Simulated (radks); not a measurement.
# Ionisation of K³⁺: one atom, several choices of functional

One table from this session's results is given with a row withheld; the runs are named, their logs left out.

The numbers are computed with radks (a radial shooting solver on a logarithmic mesh, Libxc functionals) version 1 (scalar-relativistic Kohn-Sham, spin-polarised, spherical densities, finite nucleus; open shells are filled with parallel spins first), except any that are marked as measured or tabulated.

**Starting point**

```
element       : potassium (Z = 19)
charge        : +3
electrons     : 16
configuration : [Ne] 3s2 3p4
ion           : K⁴⁺, [Ne] 3s2 3p3
choices       : TASK exchange with Perdew-Wang LDA correlation; BP86; exchange-only r2SCAN; SCAN; SOGGA; exchange-only LDA; RPBE; LDA (Slater exchange, VWN5 correlation)
```

The outer shells:

K³⁺
```
[Ne] core
3s [↑↓]
3p [↑↓][↑ ][↑ ]
```

K⁴⁺
```
[Ne] core
3s [↑↓]
3p [↑ ][↑ ][↑ ]
```

Set-up of the first run:

The run's settings:

```text
Z 19
configuration [Ne] 3s2 3p4
relativity scalar-relativistic
functional task,pw
spin polarised
nucleus finite rms 3.4349 fm
c 137.035999084
```

Steps of the session up to this table: TASK exchange with Perdew-Wang LDA correlation: K³⁺; TASK exchange with Perdew-Wang LDA correlation: K⁴⁺; BP86: K³⁺; BP86: K⁴⁺; exchange-only r2SCAN: K³⁺; exchange-only r2SCAN: K⁴⁺; SCAN: K³⁺; SCAN: K⁴⁺; SOGGA: K³⁺; SOGGA: K⁴⁺; exchange-only LDA: K³⁺; exchange-only LDA: K⁴⁺; RPBE: K³⁺; RPBE: K⁴⁺; LDA (Slater exchange, VWN5 correlation): K³⁺; LDA (Slater exchange, VWN5 correlation): K⁴⁺.

One table of the session follows, with a row left open; its other results are not shown here.

```
                                    functional  E(K³⁺) (hartree)  Δ-SCF (eV)  −ε(HOMO) (eV)  <r> HOMO (bohr)
TASK exchange with Perdew-Wang LDA correlation        -599.03077      60.345         53.378            1.306
                                          BP86        -599.34691      60.881         53.307            1.300
                          exchange-only r2SCAN        -598.62174      58.761         51.707            1.311
                                          SCAN        -599.33895      60.291         53.081            1.304
                                         SOGGA        -598.16776      60.484         52.981            1.301
                             exchange-only LDA                 ?           ?              ?                ?
                                          RPBE        -599.24602      60.570         53.091            1.304
       LDA (Slater exchange, VWN5 correlation)        -597.54692      61.028         53.399            1.301
```

Estimate the missing values for exchange-only LDA.

The run gave: E(K³⁺) (hartree): -596.19679; Δ-SCF (eV): 58.820; −ε(HOMO) (eV): 51.395; <r> HOMO (bohr): 1.307. In the column «E(K³⁺) (hartree)» it is the highest.

Open shells are spherical and high-spin; term and fine-structure splittings are not resolved.
